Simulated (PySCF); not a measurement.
# C8H10: the cost of one run

Programs: PySCF 2.14.0, with routines of our own; each step states its level. All values are computed. Atoms count from 0.

## 1. The system as given

18 atoms, charge 0, multiplicity 1; geometry from: GFN2-xTB.

## 2. Optimising the geometry at PBE0-D3(BJ)/def2-SVP

The job: settings as JSON, then the geometry in Å.

```
{"job": {"xc": "PBE0", "basis": "def2-SVP", "d3": "d3bj", "grid": 2, "kind": "geom"}, "charge": 0, "multiplicity": 1}
C      2.378332    -0.110745     0.006871
C      0.902626    -0.267656    -0.011683
C      0.123605    -1.228698     0.469667
C     -1.319658    -0.821962     0.207922
C     -1.555982     0.415100     1.061548
C     -0.784216     1.376548     0.577406
C     -0.028317     0.791236    -0.604759
C     -1.125996    -0.135347    -1.155768
H      2.650897     0.782860     0.569425
H      2.760856     0.005545    -1.007557
H      2.852659    -0.974665     0.466346
H      0.404924    -2.122440     0.993333
H     -2.063135    -1.610263     0.284859
H     -2.208136     0.436086     1.913910
H     -0.647543     2.379493     0.935590
H      0.433591     1.503176    -1.283447
H     -2.011084     0.399174    -1.500990
H     -0.772182    -0.811123    -1.934329
```

Launch:

```
$ OMP_NUM_THREADS=1 python excited_run.py task.json out
```

This one command runs all jobs of the session in turn.

Q: Estimate the wall time and peak memory of this first job on 1 thread of Intel Xeon Platinum 8488C, shared host.

About 56 s, with a peak of 0.76 GiB.
